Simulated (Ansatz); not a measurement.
# InB2As3: the cost of one run

The runs shown are made with Ansatz 0.2.0. PAW datasets, plane waves, zero pressure. The cell comes from a prototype generator: it can be a known phase or a hypothetical one. Spin polarisation is off.

**1. The structure to begin with**

This is the cell as the run starts from it, not yet at rest; its lengths are not the crystal's.

Space group I-4m2 (No. 119), tetragonal; conventional cell a = 3.597 Å, c = 15.262 Å, 16.46 Å³ an atom. Around B lie 4 As at 2.20 Å; around As lie 4 B at 2.20 Å; around As lie 2 In at 2.20 Å and 2 B at 2.20 Å; around In lie 4 As at 2.20 Å.

Coordinates:

```
B As In
1.0
    -1.79869    1.79869    7.63118
     1.79869   -1.79869    7.63118
     1.79869    1.79869   -7.63118
B As In
2 3 1
Direct
  0.83333 0.83333 0.00000
  0.16667 0.16667 0.00000
  0.25000 0.75000 0.50000
  0.58333 0.08333 0.50000
  0.91667 0.41667 0.50000
  0.50000 0.50000 0.00000
```

**2. PBE: cell and atoms**

Input file input.yaml:

```yaml
crystal:
  lattice:
    - [-1.7986875347, 1.7986875347, 7.631184918]
    - [1.7986875347, -1.7986875347, 7.631184918]
    - [1.7986875347, 1.7986875347, -7.631184918]
  atoms:
    - { symbol: B, position: [0.8333333333, 0.8333333333, 0.0] }
    - { symbol: As, position: [0.25, 0.75, 0.5] }
    - { symbol: B, position: [0.1666666667, 0.1666666667, 0.0] }
    - { symbol: As, position: [0.5833333333, 0.0833333333, 0.5] }
    - { symbol: In, position: [0.5, 0.5, 0.0] }
    - { symbol: As, position: [0.9166666667, 0.4166666667, 0.5] }
kpoints:
  mp_grid: { grid: [10, 10, 10] }
hamiltonian:
  xc: pbe
scf:
  occupations: { method: fermi_dirac, width: 0.02 }
relax:
  f_tol: 0.005
  cell: {}
```

Launch:

```bash
> ansatz run input.yaml --threads 4 --pin off --max-ram 6451MiB --backend cpu --events-out ev --progress --plain --runs-dir out
```

Q: Estimate wall time and peak memory on 4 threads of Arm Neoverse N1, shared host.

About 2 min, with a peak of 0.66 GiB.
